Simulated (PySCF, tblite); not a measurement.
# C₄H₄NSi radical: geometry, infrared bands and EPR parameters

Aim: predict the infrared bands and EPR parameters of C₄H₄NSi radical (`C#C[SiH]CC#N`).

Programs: tblite 0.8.0 and PySCF 2.14.0, with density-fitted response routines of our own. Each step states its level of theory. These are calculated values for one molecule in the gas phase, unless marked as measured. Atoms are numbered from 0 throughout.

## 1. Starting geometry

10 atoms, charge 0, multiplicity 2; geometry from: force field or distance geometry start.

Bonds of the start (Å): C0–C1 1.21, C1–Si2 1.83, Si2–C3 1.87, C3–C4 1.46, C4–N5 1.17, C0–H6 1.07, Si2–H7 1.45, C3–H8 1.12, C3–H9 1.14.

## 2. Geometry optimisation with GFN2-xTB

The job: settings as JSON, then the geometry in Å.

```
{"job": {"kind": "relax", "xc": "GFN2-xTB", "basis": "xTB"}, "charge": 0, "multiplicity": 2}
C      1.789600     1.659600    -1.050300
C      1.421600     0.713200    -0.385000
Si     0.878700    -0.707100     0.630900
C     -0.846300    -1.196700     0.094800
C     -1.725300    -0.044800     0.260600
N     -2.441600     0.878500     0.361300
H      2.085500     2.497700    -1.653800
H      0.848100    -0.233000     2.002700
H     -0.774100    -1.479500    -0.986400
H     -1.227300    -2.083200     0.702600
```

Run with:

```sh
$ OMP_NUM_THREADS=1 python probes_run.py task.json out
```

This one command runs all jobs of the session in turn.

**Question.** This job is followed by: GFN2-xTB harmonic vibrations, gas phase; UKS B3LYP, pcH-1 on C H N Si, non-relativistic, mean-field spin-orbit, GIAO. Predict these results of the whole session: strongest single infrared mode (GFN2-xTB); zero-point energy (GFN2-xTB); g(iso) (B3LYP); ⟨S²⟩; largest a(iso) (averaged by class); potential on the surface of density 0.002 e/bohr³, 1st and 99th percentile.

**Answer**, as computed:

```
                                                                  quantity                    value
                                 strongest single infrared mode (GFN2-xTB)    2386 cm⁻¹, 345 km/mol
                                              zero-point energy (GFN2-xTB)            38.4 kcal/mol
                                                            g(iso) (B3LYP)                  2.00272
                                                                      ⟨S²⟩       0.755 (exact 0.75)
                                        largest a(iso) (averaged by class)  29Si on Si2, -460.9 MHz
potential on the surface of density 0.002 e/bohr³, 1st and 99th percentile       -1.85 V and 1.70 V
```

**Reading.** Over 84 steps the energy fell by 0.245 eV; of the close pairs, Si2–C3 changed most, 1.872 to 1.923 Å. All 24 modes are real, so the xTB geometry is a minimum. The strongest single mode, at 2386 cm⁻¹, moves mainly C4 and N5. GFN2-xTB is a fitted tight-binding method: band positions and strengths are rough. Its intensities can rank the bands wrongly. Si2 carries the largest spin population, 0.90 e. The isotropic g lies 0.4 ppt above the free-electron value. These values are for one conformer; the search (at its own cheap level) found 2 more, at 0.72, 0.81 kcal/mol, and measured spectra average over such forms.
